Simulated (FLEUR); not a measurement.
**TiB2 in FLEUR: convergence with Gmax**

Input of the first run (Gmax 10.3); the others differ in this setting and in those tied to it:

inp.xml

```xml
<?xml version="1.0" encoding="UTF-8" standalone="no"?>
<fleurInput fleurInputVersion="0.39">
   <comment>
      TiB2                                                                                                
   </comment>
   <calculationSetup>
      <cutoffs Kmax="4.74" Gmax="10.3" GmaxXC="10.3" numbands="0"/>
      <scfLoop itmax="60" minDistance="0.00001" maxIterBroyd="15" imix="Anderson" alpha="0.05" precondParam="0.0" spinf="2.0" sdNocoIR="T"/>
      <coreElectrons ctail="T" frcor="F" kcrel="0" coretail_lmax="0"/>
      <xcFunctional name="PBEs" relativisticCorrections="F"/>
      <magnetism jspins="1"/>
      <soc l_soc="F" theta="0.0" phi="0.0" spav="F"/>
      <expertModes spex="0" secvar="F"/>
      <geometryOptimization l_f="T" forcealpha="1.0" forcemix="BFGS" epsdisp="0.0005" epsforce="0.0002"/>
      <ldaU l_linMix="F" mixParam="0.05" spinf="1.0"/>
   </calculationSetup>
   <cell>
      <bzIntegration valenceElectrons="18.0" mode="hist" fermiSmearingEnergy="0.00183747">
         <kPointListSelection listName="default-1"/>
         <!-- k-points included here -->
         <xi:include xmlns:xi="http://www.w3.org/2001/XInclude" href="kpts.xml"> </xi:include>
      </bzIntegration>
      <!-- symmetry operations included here -->
      <xi:include xmlns:xi="http://www.w3.org/2001/XInclude" href="sym.xml"> </xi:include>
      <bulkLattice scale="1.0">
         <bravaisMatrix>
            <row-1>    5.7243583766383193     0.0000000000000000     0.0000000000000000</row-1>
            <row-2>   -2.8621791883191596     4.9574397744522232     0.0000000000000000</row-2>
            <row-3>    0.0000000000000000     0.0000000000000000     6.1007918206586398</row-3>
         </bravaisMatrix>
      </bulkLattice>
   </cell>
   <atomSpecies>
      <species name="Titanium (Ti)" element="Ti" atomicNumber="22">
         <mtSphere radius="2.61" gridPoints="873" logIncrement="0.014"/>
         <atomicCutoffs lmax="10" lnonsphr="10"/>
         <electronConfig flipSpins="F">
            <coreConfig>(1s1/2) (2s1/2) (2p1/2) (2p3/2)</coreConfig>
            <valenceConfig>(3s1/2) (3p1/2) (3p3/2) (4s1/2) (3d3/2) (3d5/2)</valenceConfig>
            <stateOccupation state="(3d3/2)" spinUp="0.400000" spinDown="0.400000"/>
            <stateOccupation state="(3d5/2)" spinUp="0.600000" spinDown="0.600000"/>
         </electronConfig>
         <energyParameters s="4" p="4" d="3" f="4"/>
         <lo type="SCLO" l="0" n="3" eDeriv="0"/>
         <lo type="SCLO" l="1" n="3" eDeriv="0"/>
         <lo type="SCLO" l="1" n="3" eDeriv="1"/>
         <lo type="SCLO" l="2" n="3" eDeriv="2"/>
         <lo type="SCLO" l="3" n="4" eDeriv="2"/>
      </species>
      <species name="Boron (B)" element="B" atomicNumber="5">
         <mtSphere radius="1.52" gridPoints="507" logIncrement="0.02"/>
         <atomicCutoffs lmax="8" lnonsphr="8"/>
         <electronConfig flipSpins="F">
            <coreConfig>(1s1/2)</coreConfig>
            <valenceConfig>(2s1/2) (2p1/2) (2p3/2)</valenceConfig>
            <stateOccupation state="(2p1/2)" spinUp="0.166667" spinDown="0.166667"/>
            <stateOccupation state="(2p3/2)" spinUp="0.333333" spinDown="0.333333"/>
         </electronConfig>
         <energyParameters s="2" p="2" d="3" f="4"/>
         <lo type="SCLO" l="0" n="2" eDeriv="2"/>
         <lo type="SCLO" l="1" n="2" eDeriv="2"/>
         <lo type="SCLO" l="2" n="3" eDeriv="2"/>
      </species>
   </atomSpecies>
   <atomGroups>
      <atomGroup species="Titanium (Ti)">
         <relPos label="                   1">.0000000000 .0000000000 .0000000000</relPos>
         <force calculate="T" relaxXYZ="TTT"/>
      </atomGroup>
      <atomGroup species="Boron (B)">
         <relPos label="                   2">-1.000/3.000 1.000/3.000 1.000/2.000</relPos>
         <relPos label="                   3">1.000/3.000 -1.000/3.000 1.000/2.000</relPos>
         <force calculate="T" relaxXYZ="TTT"/>
      </atomGroup>
   </atomGroups>
   <output dos="F" band="F" slice="F">
      <checks vchk="F" cdinf="F"/>
      <bandDOS minEnergy="-.5*Htr" maxEnergy="0.5*Htr" sigma="0.015" storeEVData="T"/>
      <vacuumDOS vacdos="F" integ="F" star="F" nstars="0" locx1="0.0" locy1="0.0" locx2="0.0" locy2="0.0" nstm="0" tworkf="0.0"/>
      <unfoldingBand unfoldBand="F" supercellX="1" supercellY="1" supercellZ="1"/>
      <plotting iplot="0" polar="F">
         <plot TwoD="T" vec1="  1.0  0.0  0.0" vec2="  0.0  1.0  0.0" vec3="  0.0  0.0  1.0" zero="  0.0  0.0  0.0" file="plot"/>
      </plotting>
      <chargeDensitySlicing numkpt="0" minEigenval="0.0" maxEigenval="0.0" nnne="0" pallst="F"/>
      <specialOutput eonly="F"/>
      <moessbauerParams electricFieldGradient="T" isomerShift="T" coreHyperfine="T" valenceHyperfine="T"/>
      <magneticCircularDichroism mcd="F" energyLo="-10.0" energyUp="0.0"/>
   </output>
  <!-- We include the file relax.xml here to enable relaxations (see documentation) -->
  <xi:include xmlns:xi="http://www.w3.org/2001/XInclude" href="relax.xml"> <xi:fallback/> </xi:include>
</fleurInput>
```

crystal.txt

```
TiB2
&input cartesian=F /
3.0292000000  0.0000000000  0.0000000000
-1.5146000000  2.6233641531  0.0000000000
0.0000000000  0.0000000000  3.2284000000
1.8897261246
1.0 1.0 1.0

3
22 0.0000000000  0.0000000000  0.0000000000
5 0.6666666667  0.3333333333  0.5000000000
5 0.3333333333  0.6666666667  0.5000000000

&kpt div1=8 div2=8 div3=6 gamma=T /
```

Potentials or basis: all-electron, FLAPW.

Command:

```console
$ inpgen -f crystal.txt -profile fastHighL
$ # inp.xml edited to the form shown
$ fleur_MPI
```

Hardware: 1 thread of Arm Neoverse V1 (shared host).

```
Gmax  energy less the tightest run, at zero smearing (meV/atom)  SCF cycles  CPU time (s)  peak memory (GiB)
   9                                                    refused           -             -                  -
10.3                                                      -0.75          15            54               0.07
11.7                                                      -0.02          15            55               0.07
13.5                                                       0.00          15            57               0.07
15.8                                                       0.00          15            59               0.07
  18                                                       0.00          15            61               0.07
22.5                                                       0.00          15            65               0.08
```

Against the tightest run, the energy stays within 1 meV/atom from 10.3 on. The tightest run that finished is the yardstick and may itself not be fully converged.
